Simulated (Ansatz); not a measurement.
# BClHOSi: the cost of one run

Computed with Ansatz 0.2.0. Level: RKS wB97X-V/def2-SVPD.

## 1. Where the work starts

SMILES `[O-][SiH]=BCl`, 5 atoms, charge -1, spin multiplicity 1.

Atoms are counted from 1 here; the program's logs count them from 0.

Bond lengths: O1–Si2 1.603 Å, Si2–B3 1.959 Å, Si2–H5 1.548 Å, B3–Cl4 1.792 Å. Angles: O1–Si2–B3 128.9°, O1–Si2–H5 117.0°, B3–Si2–H5 102.8°, Si2–B3–Cl4 135.1°.

As a file:

```xyz
5
charge -1, multiplicity 1
O     0.28238    2.13500   -0.48014
Si    0.32871    0.67488    0.17977
B    -0.68288   -0.93012   -0.30986
Cl   -0.28935   -2.48216   -1.11552
H     0.36115    0.60240    1.72576
```

## 2. Relaxation

The input, input.yaml:

```yaml
crystal:
  periodic: [false, false, false]
  atoms:
    - { symbol: O, position_ang: [0.28238, 2.134998, -0.480145] }
    - { symbol: Si, position_ang: [0.328707, 0.674882, 0.179766] }
    - { symbol: B, position_ang: [-0.682875, -0.930121, -0.309864] }
    - { symbol: Cl, position_ang: [-0.289352, -2.482159, -1.115519] }
    - { symbol: H, position_ang: [0.36115, 0.602399, 1.725762] }
total_charge: -1
basis:
  gaussian: { orbitals: def2-SVPD }
hamiltonian:
  xc: { name: wB97X-V }
output:
  forces: true
relax:
  f_tol: 0.003
  max_steps: 120
```

On the command line:

```
$ ansatz run input.yaml --threads 1 --pin off --max-ram 2560MiB --backend cpu --events-out ev --progress --plain --runs-dir out
```

**Question.** How long does this run take on 1 thread of Arm Neoverse V1, shared host, and how much memory does it need?

About 3.3 min, with a peak of 0.29 GiB.
